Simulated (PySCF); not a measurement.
# F2Ho2O2 (Ho2(O)2(F)2): the cost of one run

The runs use PySCF 2.14.0; B3LYP, Ho lcecp-1-SVP with ECP56, O def2-SVP, F def2-SVP; scalar-relativistic core potentials, no spin–orbit coupling.

6 further runs of the same task are left out: 2 for a known fault of the program, 4 that didn't finish.

## 1. Starting geometry

6 atoms, charge 0, spin multiplicity 1.

Bond lengths: Ho1–Ho2 3.183 Å, Ho1–O3 2.094 Å, Ho1–O4 2.094 Å, Ho1–F5 2.077 Å, Ho2–O3 2.094 Å, Ho2–O4 2.094 Å, Ho2–F6 2.077 Å. Angles: Ho2–Ho1–O3 40.5°, Ho2–Ho1–O4 40.5°, Ho2–Ho1–F5 180.0°, O3–Ho1–O4 81.1°, O3–Ho1–F5 139.5°, O4–Ho1–F5 139.5°, Ho1–Ho2–O3 40.5°, Ho1–Ho2–O4 40.5°, Ho1–Ho2–F6 180.0°, O3–Ho2–O4 81.1°, O3–Ho2–F6 139.5°, O4–Ho2–F6 139.5°, Ho1–O3–Ho2 98.9°, Ho1–O4–Ho2 98.9°.

As a file:

```csv
atom,x (Å),y (Å),z (Å)
Ho1,0.00000,0.00000,1.59150
Ho2,0.00000,0.00000,-1.59150
O3,1.36100,0.00000,0.00000
O4,-1.36100,0.00000,0.00000
F5,0.00000,0.00000,3.66840
F6,0.00000,0.00000,-3.66840
```

Formal oxidation states: Ho +3. Each metal's 10 4f electrons lie in its core potential, so multiplicities, spins and levels count the valence alone.

## 2. SCF at the start, singlet

Input file run.py (the lines that set the calculation):

```python
mol = gto.M(atom='''
Ho     0.00000     0.00000     1.59150
Ho     0.00000     0.00000    -1.59150
O      1.36100     0.00000     0.00000
O     -1.36100     0.00000     0.00000
F      0.00000     0.00000     3.66840
F      0.00000     0.00000    -3.66840''',
    basis={'Ho': 'lcecp-1-SVP', 'O': 'def2-SVP', 'F': 'def2-SVP'},
    ecp={'Ho': 'lcecp-1-SVP'},
    charge=0, spin=0)
mf = dft.RKS(mol, xc='B3LYP')
mf.grids.atom_grid = (50, 194)  # f atoms: unpruned, at least (60, 302)
mf = mf.density_fit()  # fitting sets: Ho AutoAux, O def2-universal-JKFIT, F def2-universal-JKFIT
mf.conv_tol = 1e-08; mf.max_cycle = 55
mf.kernel(dm0)  # dm0: free metal ions and neutral atoms
```

Run with:

```console
> OMP_NUM_THREADS=2 python run.py
```

What time and memory should one allow on 2 threads of Arm Neoverse V2, shared host?

About 4 s, with a peak of 0.65 GiB.
